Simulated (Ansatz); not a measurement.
# ClGeH5Si2: basis-set convergence

An exercise on one series of results from a longer session: the logs are not shown, and one member is left open.

Program: Ansatz 0.2.0, Gaussian basis. Level of theory: one geometry, several basis sets. These are calculated values, not measurements.

The runs, in order: PBE0-D4/def2-SVP; ωB97M-V/def2-SVP; PBE0-D4/def2-QZVPP; ωB97M-V/def2-QZVPP; the functionals' def2-TZVPP values are taken from earlier runs.

## The relaxed structure

All runs share one geometry, relaxed beforehand with PBE0-D4 in a triple-zeta def2 set.

SMILES `Cl[SiH]1[SiH2][GeH2]1`, 9 atoms, charge 0, spin multiplicity 1.

Atoms are counted from 1 here; the program's logs count them from 0.

Bond lengths: Cl1–Si2 2.055 Å, Si2–Si3 2.318 Å, Si2–Ge4 2.371 Å, Si2–H5 1.483 Å, Si3–Ge4 2.404 Å, Si3–H6 1.484 Å, Si3–H7 1.485 Å, Ge4–H8 1.532 Å, Ge4–H9 1.531 Å. Angles: Cl1–Si2–Si3 122.4°, Cl1–Si2–Ge4 123.6°, Cl1–Si2–H5 110.2°, Si3–Si2–Ge4 61.7°, Si3–Si2–H5 116.8°, Ge4–Si2–H5 114.9°, Si2–Si3–Ge4 60.2°, Si2–Si3–H6 116.2°, Si2–Si3–H7 121.9°, Ge4–Si3–H6 112.1°, Ge4–Si3–H7 124.0°, H6–Si3–H7 112.8°, Si2–Ge4–Si3 58.1°, Si2–Ge4–H8 118.5°, Si2–Ge4–H9 120.3°, Si3–Ge4–H8 122.2°, Si3–Ge4–H9 114.4°, H8–Ge4–H9 113.0°.

As a file:

```xyz
9
charge 0, multiplicity 1
Cl   -1.9500    1.5784   -1.6785
Si   -0.4394    0.2699   -1.1992
Si    1.0923    0.7050    0.4859
Ge   -0.4638   -1.1108    0.7282
H     0.0829   -0.3806   -2.4256
H     0.7713    1.8390    1.3877
H     2.5525    0.5262    0.2834
H    -0.0376   -2.5756    0.5849
H    -1.5195   -0.8979    1.8163
```

Set-up of the first run:

in.yaml reads:

```yaml
crystal:
  periodic: [false, false, false]
  atoms:
    - {symbol: Cl, position_ang: [-1.949983, 1.578381, -1.678513]}
    - {symbol: Si, position_ang: [-0.439368, 0.269860, -1.199213]}
    - {symbol: Si, position_ang: [1.092260, 0.704963, 0.485880]}
    - {symbol: Ge, position_ang: [-0.463803, -1.110785, 0.728168]}
    - {symbol: H, position_ang: [0.082950, -0.380562, -2.425573]}
    - {symbol: H, position_ang: [0.771267, 1.838981, 1.387662]}
    - {symbol: H, position_ang: [2.552519, 0.526233, 0.283426]}
    - {symbol: H, position_ang: [-0.037637, -2.575587, 0.584877]}
    - {symbol: H, position_ang: [-1.519505, -0.897885, 1.816286]}
basis:
  gaussian: {orbitals: def2-SVP}
hamiltonian: {xc: pbe0, dispersion: d4}
output: {orbitals: {seedname: orbitals}}
```

Among the steps run: PBE0-D4 in def2-SVP; ωB97M-V in def2-SVP; PBE0-D4 in def2-QZVPP; ωB97M-V in def2-QZVPP.

One table of the session follows, with a row left open; its other results are not shown here.

It belongs to the step «Density functionals: the series». 

| functional | basis | HOMO (eV) |
| --- | --- | --- |
| PBE0-D4 | def2-SVP | -6.89 |
| PBE0-D4 | def2-TZVPP | -6.89 |
| PBE0-D4 | def2-QZVPP | ? |
| ωB97M-V | def2-SVP | -8.76 |
| ωB97M-V | def2-TZVPP | -8.80 |
| ωB97M-V | def2-QZVPP | -8.81 |

**Question.** Estimate the row for PBE0-D4, def2-QZVPP.

**Answer.** HOMO (eV): -6.90. In the column «HOMO (eV)» it lies between ωB97M-V, def2-SVP (-8.76) and PBE0-D4, def2-SVP (-6.89).
